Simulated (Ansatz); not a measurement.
**PdCl (CsCl type): how the settings move a single-point run**

Question: which choices in the input matter for PdCl (CsCl type)?

Computed with Ansatz 0.2.0 (reference: DFT, PBE, PAW with Ansatz's default frozen-core files, scalar-relativistic, unless a step's input says otherwise).

2 further runs of the same task are left out: 2 set aside as unsound or not needed. Runs told in other sessions of the task aren't counted.

## Step 1: The structure to begin with

The structure is cubic, space group Pm-3m (No. 221). Conventional cell: a = 2.813 Å, b = 2.813 Å, c = 2.813 Å, α = 90.00°, β = 90.00°, γ = 90.00°. Pd (site symmetry m-3m) has 8 Cl at 2.44 Å in its first shell of neighbours. Cl (site symmetry m-3m) has 8 Pd at 2.44 Å in its first shell of neighbours.

Coordinates:

```cif
data_structure
_symmetry_space_group_name_H-M 'P 1'
_symmetry_Int_Tables_number 1
_cell_length_a 2.8132
_cell_length_b 2.8132
_cell_length_c 2.8132
_cell_angle_alpha 90.000
_cell_angle_beta 90.000
_cell_angle_gamma 90.000
_cell_volume 22.26
loop_
_atom_site_label
_atom_site_type_symbol
_atom_site_fract_x
_atom_site_fract_y
_atom_site_fract_z
_atom_site_occupancy
Pd1 Pd 0.00000 0.00000 0.00000 1
Cl1 Cl 0.50000 0.50000 0.50000 1
```

## Step 2: Baseline

input.yaml reads:

```yaml
crystal:
  lattice:
    - [2.8131731804, 0.0, 0.0]
    - [0.0, 2.8131731804, 0.0]
    - [0.0, 0.0, 2.8131731804]
  atoms:
    - { symbol: Pd, position: [0.0, 0.0, 0.0] }
    - { symbol: Cl, position: [0.5, 0.5, 0.5] }
kpoints:
  mp_grid: { grid: [15, 15, 15] }
scf:
  occupations: { method: fermi_dirac, width: 0.08 }
hamiltonian:
  xc: pbe
  pseudopotentials: { kind: paw }
output:
  forces: true
  stress: true
  eigenvalues: true
  populations: true
```

Started as:

```
> ansatz run input.yaml --threads 1 --pin off --max-ram 2048MiB --backend cpu --events-out ev --progress --plain --runs-dir out
```

## Step 3: Variant: xc_grid 1

input.yaml: that of step 2 with these lines changed.

```diff
@@ -20 +20,3 @@
   populations: true
+basis:
+  xc_grid: 1
```

Before running it: what results should come out? Wanted: for each run, ending; energy change; pressure; gap; force.

The runs gave:

| run | ending | energy change | pressure (GPa) | gap (eV) | force (eV/Å) | cycles | time |
| --- | --- | --- | --- | --- | --- | --- | --- |
| reference | converged | 0 | 102.2 | 0.00 | 0.00 | 7 | 1.7 s |
| 1: xc_grid 1 | converged | 0.0 meV/atom | 102.2 | 0.00 | 0.00 | 7 | 1.6 s |

Residual by cycle in the longest SCF loop of each run; runs are numbered as in the table. The quantity is the density residual dr2, in eV.

| cycle | reference | run 1 |
| --- | --- | --- |
| 1 | 0.0155 | 0.0155 |
| 2 | 0.00651 | 0.00651 |
| 3 | 6.1e-4 | 6.1e-4 |
| 4 | 2.5e-5 | 2.5e-5 |
| 5 | 3.1e-6 | 3.1e-6 |
| 6 | 2.2e-7 | 2.2e-7 |
| 7 | 5.4e-9 | 5.4e-9 |

**Reading.** Changing the numerical grids hardly moves the energy: 0.0 meV/atom. The structure is not at rest: the sound run finds 102 GPa, so these are no properties of the relaxed crystal. 
